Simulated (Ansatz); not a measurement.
**CH6BFSi: basis-set convergence**

How large a basis does CH6BFSi need? Two functionals are run in growing sets.

Method: one geometry, several basis sets; program: Ansatz 0.2.0, Gaussian basis.

Plan: PBE0-D4/def2-SVP; ωB97M-V/def2-SVP; PBE0-D4/def2-QZVPP; ωB97M-V/def2-QZVPP; the functionals' def2-TZVPP values are taken from earlier runs.

## (1) Structure used throughout

All runs share one geometry, relaxed beforehand with PBE0-D4 in a triple-zeta def2 set.

SMILES `FBC[SiH3]`, 10 atoms, charge 0, spin multiplicity 1.

Atoms are counted from 1 here; the program's logs count them from 0.

Bond lengths: F1–B2 1.328 Å, B2–C3 1.543 Å, B2–H5 1.201 Å, C3–Si4 1.888 Å, C3–H6 1.094 Å, C3–H7 1.094 Å, Si4–H8 1.487 Å, Si4–H9 1.486 Å, Si4–H10 1.486 Å. Angles: F1–B2–C3 119.9°, F1–B2–H5 116.4°, C3–B2–H5 123.7°, B2–C3–Si4 110.7°, B2–C3–H6 111.4°, B2–C3–H7 112.5°, Si4–C3–H6 105.4°, Si4–C3–H7 106.8°, H6–C3–H7 109.7°, C3–Si4–H8 110.4°, C3–Si4–H9 110.4°, C3–Si4–H10 109.6°, H8–Si4–H9 108.7°, H8–Si4–H10 108.7°, H9–Si4–H10 108.9°.

Geometry (Å):

```mol
CH6BFSi
  3D, bonds by distance, orders not assigned

 10  9  0  0  0  0  0  0  0  0999 V2000
   -1.9896    1.3563   -0.4316 F   0  0
   -0.9188    0.7768   -0.9630 B   0  0
    0.3822    0.6660   -0.1406 C   0  0
    0.4633   -0.9914    0.7590 Si  0  0
   -1.0488    0.3281   -2.0691 H   0  0
    1.2659    0.6905   -0.7858 H   0  0
    0.4614    1.4445    0.6244 H   0  0
    0.3953   -2.1129   -0.2143 H   0  0
   -0.6688   -1.1196    1.7126 H   0  0
    1.7411   -1.0894    1.5113 H   0  0
  1  2  8  0
  2  3  8  0
  3  4  8  0
  2  5  8  0
  3  6  8  0
  3  7  8  0
  4  8  8  0
  4  9  8  0
  4 10  8  0
M  END
```

## (2) PBE0-D4 in def2-SVP

The input, in.yaml:

```yaml
crystal:
  periodic: [false, false, false]
  atoms:
    - {symbol: F, position_ang: [-1.989608, 1.356300, -0.431592]}
    - {symbol: B, position_ang: [-0.918817, 0.776780, -0.962964]}
    - {symbol: C, position_ang: [0.382203, 0.665981, -0.140620]}
    - {symbol: Si, position_ang: [0.463290, -0.991419, 0.759020]}
    - {symbol: H, position_ang: [-1.048823, 0.328113, -2.069114]}
    - {symbol: H, position_ang: [1.265919, 0.690480, -0.785775]}
    - {symbol: H, position_ang: [0.461432, 1.444516, 0.624445]}
    - {symbol: H, position_ang: [0.395259, -2.112914, -0.214320]}
    - {symbol: H, position_ang: [-0.668844, -1.119599, 1.712620]}
    - {symbol: H, position_ang: [1.741089, -1.089436, 1.511301]}
basis:
  gaussian: {orbitals: def2-SVP}
hamiltonian: {xc: pbe0, dispersion: d4}
output: {orbitals: {seedname: orbitals}}
```

Run with:

```console
$ ansatz run in.yaml --threads 2 --pin off --events-out ev --progress --plain --max-ram 4352MiB
```

The runs that follow: ωB97M-V in def2-SVP; PBE0-D4 in def2-QZVPP; ωB97M-V in def2-QZVPP.

Before running them: what should the planned runs give, taken together? Wanted: PBE0-D4: double and triple zeta above quadruple; ωB97M-V: double and triple zeta above quadruple.

The runs gave:

| quantity | value |
| --- | --- |
| PBE0-D4: double and triple zeta above quadruple | 8.56, 0.52 eV |
| ωB97M-V: double and triple zeta above quadruple | 8.74, 0.48 eV |

PBE0-D4 gains 8.03 eV from double to triple zeta, then 0.52 eV more. Total energies overstate the basis error of differences, where much of it tends to cancel.
